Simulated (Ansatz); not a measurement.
**CH4AlClSi: a ladder of functionals and wavefunction methods**

How much do the methods differ for CH4AlClSi? The plan is to run it at one geometry with functionals of several rungs and with coupled cluster. The yardstick is the atomisation energy at the CCSD(T) limit.

Method: functionals in def2-TZVPP, the program's frozen cores in correlated methods; program: Ansatz 0.2.0, Gaussian basis.

Plan: LDA (SPW92), PBE-D4, revPBE-D4, BLYP-D4, r2SCAN-D4, B97M-V, PBE0-D4, B3LYP-D4, r2SCANh-D4, r2SCAN0-D4, HSE06-D4, BHLYP-D4, CAM-B3LYP-D4, LC-ωPBE, ωB97X-V, ωB97M-V, B2PLYP, PBE-QIDH; CCSD(T)/def2-SVP; CCSD(T)/def2-TZVPP; MP2/def2-QZVPP; extrapolation to the limit; RPA on PBE.

**1. The relaxed structure**

The geometry comes from an earlier relaxation with PBE0-D4 in a triple-zeta def2 set; it is a stationary point, not always the lowest conformer.

SMILES `[Cl][Al]1[CH2][SiH2]1`, 8 atoms, charge 0, spin multiplicity 1.

Atoms are counted from 1 here; the program's logs count them from 0.

Bond lengths: Cl1–Al2 2.087 Å, Al2–C3 1.932 Å, Al2–Si4 2.315 Å, C3–Si4 1.941 Å, C3–H5 1.089 Å, C3–H6 1.100 Å, Si4–H7 1.489 Å, Si4–H8 1.489 Å. Angles: Cl1–Al2–C3 141.4°, Cl1–Al2–Si4 165.0°, C3–Al2–Si4 53.5°, Al2–C3–Si4 73.4°, Al2–C3–H5 132.8°, Al2–C3–H6 107.4°, Si4–C3–H5 119.9°, Si4–C3–H6 109.4°, H5–C3–H6 108.8°, Al2–Si4–C3 53.1°, Al2–Si4–H7 133.1°, Al2–Si4–H8 116.3°, C3–Si4–H7 118.3°, C3–Si4–H8 111.9°, H7–Si4–H8 109.3°.

**2. LDA**

This LDA is Slater exchange with PW92 correlation.

The input, in.yaml:

```yaml
crystal:
  periodic: [false, false, false]
  atoms:
    - {symbol: Cl, position_ang: [-2.985412, 1.698788, 0.528778]}
    - {symbol: Al, position_ang: [-1.282516, 0.561351, 0.128025]}
    - {symbol: C, position_ang: [0.635409, 0.579540, 0.359562]}
    - {symbol: Si, position_ang: [0.198819, -1.094157, -0.521666]}
    - {symbol: H, position_ang: [1.273790, 0.578709, 1.241856]}
    - {symbol: H, position_ang: [1.049033, 1.283907, -0.376822]}
    - {symbol: H, position_ang: [0.870457, -1.407393, -1.812723]}
    - {symbol: H, position_ang: [0.332520, -2.257844, 0.397190]}
basis:
  gaussian: {orbitals: def2-TZVPP}
hamiltonian: {xc: lda}
output: {orbitals: {seedname: orbitals}}
```

Started as:

```sh
$ ansatz run in.yaml --threads 2 --pin off --events-out ev --progress --plain --max-ram 4352MiB
```

After this run come: PBE-D4 (GGA); revPBE-D4 (GGA); BLYP-D4 (GGA); r2SCAN-D4 (meta-GGA); B97M-V (meta-GGA); B3LYP-D4 (hybrid); r2SCANh-D4 (hybrid); r2SCAN0-D4 (hybrid); HSE06-D4 (hybrid); BHLYP-D4 (hybrid); CAM-B3LYP-D4 (range-separated); LC-ωPBE (range-separated); ωB97X-V (range-separated); ωB97M-V (range-separated); B2PLYP (double hybrid); PBE-QIDH (double hybrid); CCSD(T) in def2-SVP; CCSD(T) in def2-TZVPP; MP2 in def2-QZVPP; RPA on PBE orbitals.

**Question.** What will the summary of the whole plan be? Wanted: atomisation energy, CCSD(T)/CBS; farthest beyond LDA; mean size of error, GGA; mean size of error, meta-GGA; mean size of error, hybrid; mean size of error, range-separated; mean size of error, double hybrid; gap, smallest and largest; T1 diagnostic.

The runs gave:

| quantity | value |
| --- | --- |
| atomisation energy, CCSD(T)/CBS | 26.226 eV |
| functionals within 0.131 eV (0.5 %) | PBE0-D4, r2SCANh-D4, r2SCAN0-D4, HSE06-D4, ωB97M-V, PBE-QIDH |
| farthest beyond LDA | BHLYP-D4 (-0.709 eV) |
| mean size of error, GGA | 0.353 eV |
| mean size of error, meta-GGA | 0.313 eV |
| mean size of error, hybrid | 0.195 eV |
| mean size of error, range-separated | 0.140 eV |
| mean size of error, double hybrid | 0.284 eV |
| gap, smallest and largest | 2.76 eV (LDA (SPW92)), 9.16 eV (LC-ωPBE) |
| T1 diagnostic | 0.0118 |
| triples share of the correlation energy | 4.3 % |

In words: LDA overbinds by 3.310 eV (13 %). PBE-D4 misses by +0.206 eV. Double hybrids carry the basis error of their MP2 part in triple zeta, and no dispersion term here, so their miss is partly the set-up's. By mean error the best rung here is range-separated (0.140 eV) and the worst beyond LDA is GGA (0.353 eV). The gap between the best rungs is small, so their order is not settled. The reference freezes the cores and leaves out relativity and excitations past (T), so misses under about 0.131 eV can't be ranked. Hartree-Fock recovers 74 % of the binding; the rest is correlation. CCSD(T) in def2-SVP is off by -1.726 eV, which most functionals beat. The gap grows from 2.8 to 9.2 eV across the functionals, mostly with the share of exact exchange.
